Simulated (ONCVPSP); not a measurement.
# Copper: generating and testing an ONCV potential

Do these settings give a usable potential? It is generated, then checked for transferability, scattering, ghosts and hardness.

The numbers are computed with ONCVPSP 4.0.1.1 (patched build) (PBE, scalar-relativistic, spin-unpolarised reference atom).

## Step 1: Starting point

The settings as typed:

```
element                 : copper (Cu, Z = 29)
type                    : optimised norm-conserving Vanderbilt (ONCV)
frozen core             : [Ne]
valence charge          : 19
reference configuration : 3s2 3p6 3d9 (charge +2)
partial waves           : 3s: rc 1.15 bohr, ncon 5, nbas 8, qcut 13.7 1/bohr, 2 projectors, debl 3.5 Ha; 3p: rc 1.15 bohr, ncon 3, nbas 7, qcut 13.2 1/bohr, 1 projector; 3d: rc 1.45 bohr, ncon 3, nbas 7, qcut 8.7 1/bohr, 1 projector; f scattering state at 0.26 Ha: rc 1.10 bohr, ncon 4, nbas 8, qcut 9.8 1/bohr, 3 projectors, debl 1.5 Ha
local potential         : polynomial inside 0.75 bohr (lpopt 5, dvloc0 3 Ha)
core correction         : Teter function, fcfact 2.75, rcfact 1.45
```

An earlier all-electron run gives the scale for the radii.

All-electron outer shells of the reference configuration (PBE, scalar-relativistic, ld1.x):

| shell | level (eV) | outermost node (bohr) | outermost maximum (bohr) |
| --- | --- | --- | --- |
| 3s | -140.29 | 0.29 | 0.61 |
| 3p | -97.62 | 0.26 | 0.62 |
| 3d | -29.63 | – | 0.60 |
| 4s | -22.35 | 0.88 | 1.95 |
| 4p | -15.35 | 0.95 | 2.36 |

## Step 2: Generation

File Cu.dat:

```
# ATOM AND REFERENCE CONFIGURATION
# atsym  z   nc   nv     iexc    psfile
  Cu 29.00    3    3        4      upf
#
#   n    l    f
    1    0    2.00
    2    0    2.00
    2    1    6.00
    3    0    2.00
    3    1    6.00
    3    2    9.00
#
# PSEUDOPOTENTIAL AND OPTIMIZATION
# lmax
    3
#
#   l,   rc,      ep,       ncon, nbas, qcut
    0    1.15    0.00    5    8   13.70
    1    1.15    0.00    3    7   13.20
    2    1.45    0.00    3    7    8.70
    3    1.10    0.26    4    8    9.80
#
# LOCAL POTENTIAL
# lloc, lpopt,  rc(5),   dvloc0
    4    5    0.75    3.00
#
# VANDERBILT-KLEINMAN-BYLANDER PROJECTORs
# l, nproj, debl
    0    2    3.50
    1    1    2.60
    2    1    0.40
    3    3    1.50
#
# MODEL CORE CHARGE
# icmod, fcfact, rcfact
    3    2.75    1.45
#
# LOG DERIVATIVE ANALYSIS
# epsh1, epsh2, depsh
   -7.00    5.00    0.04
#
# OUTPUT GRID
# rlmax, drl
    6.00    0.01
#
# TEST CONFIGURATIONS
# ncnf
    4
# nvcnf
#   n    l    f
    4
    3    0    2.00
    3    1    6.00
    3    2   10.00
    4    0    1.00
#
    3
    3    0    2.00
    3    1    6.00
    3    2   10.00
#
    3
    3    0    2.00
    3    1    6.00
    3    2    8.00
#
    4
    3    0    1.00
    3    1    6.00
    3    2   10.00
    4    0    1.00
#
```

On the command line:

```sh
$ oncvpsp.x < Cu.dat > Cu.out
```

**Question.** What will these runs give? Wanted: cutoffs for 1 and 0.1 mHa per electron, occupied waves; bound ghosts; GHOST(+) flags; largest test error; largest phase difference near zero energy, channels read; rms error of d²Exc/dn², without and with the model core; projector energies reset by the program.

**Answer**, as computed:

```
                                                quantity                           value
  cutoffs for 1 and 0.1 mHa per electron, occupied waves                 63 Ha and 94 Ha
                                            bound ghosts                  f at -72.22 eV
                                          GHOST(+) flags              none at low energy
                            largest test error (AE − PS)  -495 meV, for 3s1 3p6 3d10 4s1
largest phase difference near zero energy, channels read                       0.074 rad
 rms error of d²Exc/dn², without and with the model core               3.00 and 1.54 mHa
                 projector energies reset by the program             s: -5.155, 0.250 Ha
```

What this shows: It has a bound ghost (f), a state that the atom doesn't have, and that rules the file out. By total energies transferability is poor: the largest error is 495 meV on 92.8 eV, for 3s1 3p6 3d10 4s1. That test lies far up in energy; among those under 40 eV, nearer to bonding, the largest error is 67 meV. The potential is hard: the looser tolerance needs 63 Ha. At the looser tolerance the 3s wave is the slowest; 3p needs 47 Ha. Of the channels read, d scatters worst near zero energy, by up to 0.07 rad (at the energies tabulated). The pseudo curves have a pole with no partner nearby in the atom's: f at -2.81 Ha. These are tests on the free atom; a crystal test is still owed.
